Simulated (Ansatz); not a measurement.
# C2H2ClSi: the cost of one run

Program: Ansatz 0.2.0. Level of theory: UKS PBE/def2-SVP. These are calculated values, not measurements.

**1. Starting point**

Bond lengths: Si1–C2 1.783 Å, C2–C3 1.301 Å, C3–Cl4 1.787 Å, Si1–H5 1.471 Å, C3–H6 1.078 Å. Angles: Si1–C2–C3 140.2°, C2–Si1–H5 112.2°, C2–C3–Cl4 126.2°, C2–C3–H6 124.2°, Cl4–C3–H6 109.5°.

As a file:

```xyz
6

Si   -0.5305    1.0967   -1.3674
C    -0.1723    0.4476    0.2537
C     0.5434   -0.4774    0.8236
Cl    1.5525   -1.6939   -0.0094
H    -1.9741    1.2728   -1.5885
H     0.5809   -0.6457    1.8879
```

**2. End point A**

Contents of input.yaml:

```yaml
crystal:
  periodic: [false, false, false]
  atoms:
    - { symbol: Si, position_ang: [-0.53051, 1.09667, -1.36736] }
    - { symbol: C, position_ang: [-0.17229, 0.44755, 0.25371] }
    - { symbol: C, position_ang: [0.54345, -0.47741, 0.82364] }
    - { symbol: Cl, position_ang: [1.55251, -1.69388, -0.00938] }
    - { symbol: H, position_ang: [-1.97411, 1.27281, -1.58852] }
    - { symbol: H, position_ang: [0.58095, -0.64574, 1.8879] }
magnetization:
  spin_polarized: true
  initial_magnetization: 1
basis:
  gaussian: { orbitals: def2-SVP }
hamiltonian:
  xc: pbe
relax:
  f_tol: 0.015
  max_steps: 40
output:
  orbitals: {}
```

Launch:

```sh
$ ansatz run input.yaml --threads 2 --pin off --max-ram 3072MiB --backend cpu --events-out ev --progress --plain --runs-dir out
```

What time and memory should one allow on 2 threads of Arm Neoverse V1, shared host?

About 24 s, with a peak of 0.16 GiB.
